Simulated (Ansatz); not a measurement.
**C2H4InN: up Jacob's ladder to CCSD(T)**

The task here is to estimate one member of a computed series from the others.

Method: functionals in def2-TZVPP, the program's frozen cores in correlated methods; program: Ansatz 0.2.0, Gaussian basis.

Plan: LDA (SPW92), PBE-D4, revPBE-D4, BLYP-D4, r2SCAN-D4, B97M-V, PBE0-D4, B3LYP-D4, r2SCANh-D4, r2SCAN0-D4, HSE06-D4, BHLYP-D4, CAM-B3LYP-D4, LC-ωPBE, ωB97X-V, ωB97M-V, B2PLYP, PBE-QIDH; CCSD(T)/def2-SVP; CCSD(T)/def2-TZVPP; MP2/def2-QZVPP; extrapolation to the limit; RPA on PBE.

## The relaxed structure

The geometry comes from an earlier relaxation with PBE0-D4 in a triple-zeta def2 set; it is a stationary point, not always the lowest conformer. In takes the def2 core potential; no spin-orbit term is included.

SMILES `[InH2][C]1=NC1`, 8 atoms, charge 0, spin multiplicity 1.

Atoms are counted from 1 here; the program's logs count them from 0.

Bond lengths: In1–C2 2.140 Å, In1–H5 1.714 Å, In1–H6 1.714 Å, C2–N3 1.257 Å, C2–C4 1.474 Å, N3–C4 1.498 Å, C4–H7 1.087 Å, C4–H8 1.087 Å. Angles: C2–In1–H5 117.0°, C2–In1–H6 117.0°, H5–In1–H6 126.0°, In1–C2–N3 143.1°, In1–C2–C4 150.9°, N3–C2–C4 66.0°, C2–N3–C4 64.0°, C2–C4–N3 50.0°, C2–C4–H7 120.2°, C2–C4–H8 120.2°, N3–C4–H7 117.0°, N3–C4–H8 117.0°, H7–C4–H8 115.8°.

Set-up of the first run:

Contents of in.yaml:

```yaml
crystal:
  periodic: [false, false, false]
  atoms:
    - {symbol: In, position_ang: [-0.954290, 1.598746, -0.192745]}
    - {symbol: C, position_ang: [0.375620, -0.039250, 0.166976]}
    - {symbol: N, position_ang: [1.501910, -0.334811, 0.639837]}
    - {symbol: C, position_ang: [0.698788, -1.475167, 0.094202]}
    - {symbol: H, position_ang: [-0.837163, 2.375133, -1.716268]}
    - {symbol: H, position_ang: [-2.096483, 1.956659, 1.033982]}
    - {symbol: H, position_ang: [1.037051, -1.912658, -0.841268]}
    - {symbol: H, position_ang: [0.274567, -2.168652, 0.815273]}
basis:
  gaussian: {orbitals: def2-TZVPP}
hamiltonian: {xc: lda}
output: {orbitals: {seedname: orbitals}}
```

Command:

```bash
ansatz run in.yaml --threads 2 --pin off --events-out ev --progress --plain --max-ram 4352MiB
```

Steps of the session up to this table: LDA; PBE-D4 (GGA); revPBE-D4 (GGA); BLYP-D4 (GGA); r2SCAN-D4 (meta-GGA); B97M-V (meta-GGA); B3LYP-D4 (hybrid); r2SCANh-D4 (hybrid); r2SCAN0-D4 (hybrid); HSE06-D4 (hybrid); BHLYP-D4 (hybrid); CAM-B3LYP-D4 (range-separated); LC-ωPBE (range-separated); ωB97X-V (range-separated); ωB97M-V (range-separated); B2PLYP (double hybrid); PBE-QIDH (double hybrid).

One table of the session follows, with a row left open; its other results are not shown here.

It belongs to the step «Orbital energies across the functionals». 

```
  functional  HOMO (eV)  LUMO (eV)  gap (eV)
 LDA (SPW92)      -6.00      -3.14      2.86
      PBE-D4      -5.82      -2.87      2.95
   revPBE-D4          ?          ?         ?
     BLYP-D4      -5.68      -2.86      2.82
   r2SCAN-D4      -6.01      -2.58      3.43
      B97M-V      -6.09      -2.87      3.22
     PBE0-D4      -7.00      -2.14      4.86
    B3LYP-D4      -6.79      -2.45      4.34
  r2SCANh-D4      -6.46      -2.33      4.12
  r2SCAN0-D4      -7.13      -1.97      5.16
    HSE06-D4      -6.60      -2.50      4.10
    BHLYP-D4      -8.07      -1.53      6.55
CAM-B3LYP-D4      -8.33      -1.38      6.95
     LC-ωPBE      -9.66      -0.22      9.44
     ωB97X-V      -9.29      -0.36      8.93
     ωB97M-V      -9.19      -0.66      8.53
```

Estimate the missing values for revPBE-D4.

The run gave: HOMO (eV): -5.75; LUMO (eV): -2.75; gap (eV): 3.00. In the column «HOMO (eV)» it lies between PBE-D4 (-5.82) and BLYP-D4 (-5.68).
